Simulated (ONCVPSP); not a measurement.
# Mg: the cost of one run

Method: ONCVPSP 4.0.1, LDA (Perdew-Wang 92), scalar-relativistic.

## Step 1: Starting point

Typed settings, in words:

* element: magnesium (Mg, Z = 12)
* type: optimised norm-conserving Vanderbilt (ONCV)
* frozen core: [He]
* valence charge: 10
* reference configuration: 2s2 2p6 3s2
* partial waves: 2s+3s: rc 1.15 bohr, ncon 3, nbas 6, qcut 9 1/bohr, 2 projectors; 2p: rc 0.75 bohr, ncon 3, nbas 6, qcut 17.2 1/bohr, 3 projectors, debl 0.6 Ha; d scattering state at 0.2 Ha: rc 1.20 bohr, ncon 3, nbas 6, qcut 7.6 1/bohr, 1 projector
* local potential: polynomial inside 0.70 bohr (lpopt 5, dvloc0 2 Ha)
* core correction: Teter function, fcfact 4.75, rcfact 1.55

The outer shells as boxes (Hund's rule for the drawing; the calculation is spin-unpolarised):

```
[He] core
2s [↑↓]
2p [↑↓][↑↓][↑↓]
3s [↑↓]
```

An earlier all-electron run gives the scale for the radii.

All-electron outer shells of the reference configuration (LDA (PZ), scalar-relativistic, ld1.x):

| shell | level (eV) | outermost node (bohr) | outermost maximum (bohr) |
| --- | --- | --- | --- |
| 1s | -1253.43 | – | 0.09 |
| 2s | -79.28 | 0.18 | 0.55 |
| 2p | -46.72 | – | 0.48 |
| 3s | -4.79 | 0.90 | 2.53 |
| 3p | -1.38 | 0.96 | 3.50 |

## Step 2: Generating the potential

Contents of Mg.dat:

```
# ATOM AND REFERENCE CONFIGURATION
# atsym  z   nc   nv     iexc    psfile
  Mg 12.00    1    3  -001012      upf
#
#   n    l    f
    1    0    2.00
    2    0    2.00
    2    1    6.00
    3    0    2.00
#
# PSEUDOPOTENTIAL AND OPTIMIZATION
# lmax
    2
#
#   l,   rc,      ep,       ncon, nbas, qcut
    0    1.15    0.00    3    6    9.00
    1    0.75    0.00    3    6   17.20
    2    1.20    0.20    3    6    7.60
#
# LOCAL POTENTIAL
# lloc, lpopt,  rc(5),   dvloc0
    4    5    0.70    2.00
#
# VANDERBILT-KLEINMAN-BYLANDER PROJECTORs
# l, nproj, debl
    0    2    2.30
    1    3    0.60
    2    1    3.20
#
# MODEL CORE CHARGE
# icmod, fcfact, rcfact
    3    4.75    1.55
#
# LOG DERIVATIVE ANALYSIS
# epsh1, epsh2, depsh
   -4.00    5.00    0.02
#
# OUTPUT GRID
# rlmax, drl
    6.00    0.01
#
# TEST CONFIGURATIONS
# ncnf
    4
# nvcnf
#   n    l    f
    3
    2    0    2.00
    2    1    6.00
    3    0    1.00
#
    3
    2    0    2.00
    2    1    6.00
    3    0    0.00
#
    3
    2    0    2.00
    2    1    6.00
    3    0    1.50
#
    4
    2    0    2.00
    2    1    6.00
    3    0    0.00
    3    1    1.00
#
```

Started as:

```sh
$ oncvpsp.x < Mg.dat > Mg.out
```

**Question.** How long does this run take on 1 thread of Intel Xeon 6975P-C, shared host?

About 3.1 s.
